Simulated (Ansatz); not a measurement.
# Sr2BN4: the cost of one run

Method: DFT PBE, scalar-relativistic, plane waves, PAW, in Ansatz 0.2.0.

## Step 1: The structure to begin with

The structure is tetragonal, space group I4/mmm (No. 139). The conventional cell has a = 3.671 Å, b = 3.671 Å, c = 13.323 Å, α = 90.00°, β = 90.00°, γ = 90.00°. Sr (site symmetry 4mm) is surrounded by 8 N at 2.48 to 2.60 Å. B (site symmetry 4/mmm) has 6 N at 1.84 to 1.85 Å in its first shell of neighbours. N (site symmetry 4mm) is surrounded by 1 B at 1.85 Å and 4 Sr at 2.60 Å. N (site symmetry mmm) is surrounded by 2 B at 1.84 Å and 4 Sr at 2.48 Å.

Coordinates:

```
CELL_PARAMETERS angstrom
-1.83547 1.83547 6.66129
1.83547 -1.83547 6.66129
1.83547 1.83547 -6.66129
ATOMIC_POSITIONS crystal
Sr 0.37430 0.37430 0.00000
Sr 0.62570 0.62570 0.00000
B 0.00000 0.00000 0.00000
N 0.86084 0.86084 0.00000
N 0.00000 0.50000 0.50000
N 0.50000 0.00000 0.50000
N 0.13916 0.13916 0.00000
```

A structure generator made this guess: perovskite family, Ruddlesden-Popper layers, n = 1 (I4/mmm, No. 139). Lengths come from tabulated atomic sizes and are only a guess.

## Step 2: Probe: one point on a coarse mesh

Input file input.yaml:

```yaml
crystal:
  lattice:
    - [-1.83547301, 1.83547301, 6.66128981]
    - [1.83547301, -1.83547301, 6.66128981]
    - [1.83547301, 1.83547301, -6.66128981]
  atoms:
    - { symbol: Sr, position: [0.37430418, 0.37430418, 0.0] }
    - { symbol: Sr, position: [0.62569582, 0.62569582, 0.0] }
    - { symbol: B, position: [0.0, 0.0, 0.0] }
    - { symbol: "N", position: [0.86083678, 0.86083678, 0.0] }
    - { symbol: "N", position: [0.0, 0.5, 0.5] }
    - { symbol: "N", position: [0.5, 0.0, 0.5] }
    - { symbol: "N", position: [0.13916322, 0.13916322, 0.0] }
basis:
  ecutwfc: 420
kpoints:
  mp_grid: { grid: [6, 6, 6] }
hamiltonian:
  xc: pbe
scf:
  occupations: { method: gaussian, width: 0.1 }
  lower_state_search: "off"
output:
  forces: true
  stress: true
  eigenvalues: true
```

Launch:

```bash
ansatz run input.yaml --threads 1 --pin off --max-ram 2560MiB --backend cpu --events-out ev --progress --plain --runs-dir out
```

What time and memory should one allow on 1 thread of Arm Neoverse N1, shared host?

About 8.3 s, with a peak of 0.35 GiB.
